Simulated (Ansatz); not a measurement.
# PbO2 (Plattnerite): the cost of one run

Program: Ansatz 0.2.0. Level of theory: DFT PBE, scalar-relativistic, plane waves, PAW. These are calculated values, not measurements.

## (1) Starting point

It takes space group P4_2/mnm (No. 136, tetragonal). Conventional cell: a = 5.082 Å, b = 5.082 Å, c = 3.443 Å, α = 90.00°, β = 90.00°, γ = 90.00°. Around Pb (site symmetry mmm) lie 6 O at 2.21 Å. O (site symmetry m2m) has 3 Pb at 2.21 Å as nearest neighbours.

Coordinates:

```
CELL_PARAMETERS angstrom
5.08202 0.00000 0.00000
0.00000 5.08202 0.00000
0.00000 0.00000 3.44281
ATOMIC_POSITIONS crystal
Pb 0.00000 0.00000 0.00000
Pb 0.50000 0.50000 0.50000
O 0.30798 0.30798 0.00000
O 0.19202 0.80798 0.50000
O 0.69202 0.69202 0.00000
O 0.80798 0.19202 0.50000
```

This cell was relaxed beforehand with the same method: volume 14.82 Å³/atom, gap on the mesh none (metal).

## (2) Point at V/V0 = 0.97

input.yaml reads:

```yaml
crystal:
  lattice:
    - [5.0306783194, 0.0, 0.0]
    - [0.0, 5.0306783194, 0.0]
    - [0.0, 0.0, 3.408028462]
  atoms:
    - { symbol: Pb, position: [0.0, 0.0, 0.0] }
    - { symbol: Pb, position: [0.5, 0.5, 0.5] }
    - { symbol: O, position: [0.3079753838, 0.3079753838, 0.0] }
    - { symbol: O, position: [0.1920246162, 0.8079753838, 0.5] }
    - { symbol: O, position: [0.6920246162, 0.6920246162, 0.0] }
    - { symbol: O, position: [0.8079753838, 0.1920246162, 0.5] }
basis:
  ecutwfc: 420
kpoints:
  mp_grid: { grid: [8, 8, 10] }
hamiltonian:
  xc: pbe
scf:
  occupations: { method: gaussian, width: 0.1 }
output:
  forces: true
  stress: true
  eigenvalues: true
relax:
  adjacent_minimum: "off"
  f_tol: 0.01
  max_steps: 30
  cell: { stress_tol: 0.1, fix: [volume] }
```

On the command line:

```console
$ ansatz run input.yaml --threads 2 --pin off --max-ram 5120MiB --backend cpu --events-out ev --progress --plain --runs-dir out
```

Q: Estimate wall time and peak memory on 2 threads of an Arm CPU, shared host.

About 39 s, with a peak of 0.49 GiB.
